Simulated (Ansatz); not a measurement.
**FH₄O₂SSi₂ radical: relaxing the structure**

Aim: relax FH₄O₂SSi₂ radical from a cheap starting geometry.

Computed with Ansatz 0.2.0, Gaussian basis. Level: UKS PBE0-D4/def2-TZVP.

Levels to be run: relaxation at PBE0-D4/def2-TZVP.

1 further run of the same task is left out (set aside as unsound or not needed).

### Step 1. Starting geometry

SMILES `O[SiH]S[SiH](O)F`, 10 atoms, charge 0, spin multiplicity 2.

Atoms are counted from 1 here; the program's logs count them from 0.

Bond lengths: O1–Si2 1.612 Å, O1–H7 0.960 Å, Si2–S3 2.185 Å, Si2–H8 1.456 Å, S3–Si4 2.122 Å, Si4–O5 1.605 Å, Si4–F6 1.619 Å, Si4–H9 1.437 Å, O5–H10 0.954 Å. Angles: Si2–O1–H7 125.4°, O1–Si2–S3 111.4°, O1–Si2–H8 112.7°, S3–Si2–H8 102.6°, Si2–S3–Si4 103.3°, S3–Si4–O5 109.7°, S3–Si4–F6 107.0°, S3–Si4–H9 117.0°, O5–Si4–F6 107.9°, O5–Si4–H9 108.9°, F6–Si4–H9 105.9°, Si4–O5–H10 122.5°.

Geometry (Å):

```
O    -2.0852   -0.7645    0.5290
Si   -0.9389   -1.2815    1.5379
S     1.0363   -0.5704    0.9336
Si    0.5961    1.0234   -0.3965
O     1.9387    1.4996   -1.1348
F    -0.4090    0.4379   -1.5227
H    -2.0145   -0.7405   -0.4283
H    -0.7780   -2.7284    1.5124
H    -0.0621    2.1742    0.1581
H     2.7168    0.9501   -1.1888
```

The start is a GFN2-xTB geometry.

### Step 2. Optimising with PBE0-D4/def2-TZVP

File in.yaml:

```yaml
crystal:
  periodic: [false, false, false]
  atoms:
    - {symbol: O, position_ang: [-2.085230, -0.764500, 0.529010]}
    - {symbol: Si, position_ang: [-0.938950, -1.281460, 1.537880]}
    - {symbol: S, position_ang: [1.036260, -0.570430, 0.933620]}
    - {symbol: Si, position_ang: [0.596070, 1.023450, -0.396450]}
    - {symbol: O, position_ang: [1.938750, 1.499610, -1.134800]}
    - {symbol: F, position_ang: [-0.409000, 0.437880, -1.522720]}
    - {symbol: H, position_ang: [-2.014480, -0.740470, -0.428270]}
    - {symbol: H, position_ang: [-0.778030, -2.728390, 1.512390]}
    - {symbol: H, position_ang: [-0.062140, 2.174190, 0.158140]}
    - {symbol: H, position_ang: [2.716760, 0.950110, -1.188790]}
basis:
  gaussian: {orbitals: def2-TZVP}
magnetization: {spin_polarized: true, initial_magnetization: 1}
hamiltonian: {xc: pbe0, dispersion: d4}
relax: {f_tol: 0.005, max_steps: 150}
```

Run with:

```
$ ansatz run in.yaml --threads 2 --pin off --events-out ev --progress --plain --max-ram 22528MiB --backend cuda --devices 0, --max-vram 18GiB
```

**Question.** What will the summary of the whole plan be? Wanted: point group; shift from the start; total energy; dispersion term; dipole moment.

As calculated:

| quantity | value |
| --- | --- |
| point group | C1 |
| steps | 21 |
| shift from the start (rms) | 0.564 Å |
| total energy | -33458.5383 eV |
| dispersion term | -266 meV |
| dipole moment | 0.94 D |

In words: The relaxed geometry lies 0.56 Å (rms) from the start; the bond that changed most is Si4–H9, from 1.437 to 1.469 Å. No vibrations were run, so it is not proven to be a minimum. The largest Mulliken charge, +0.64 e, sits on Si4.
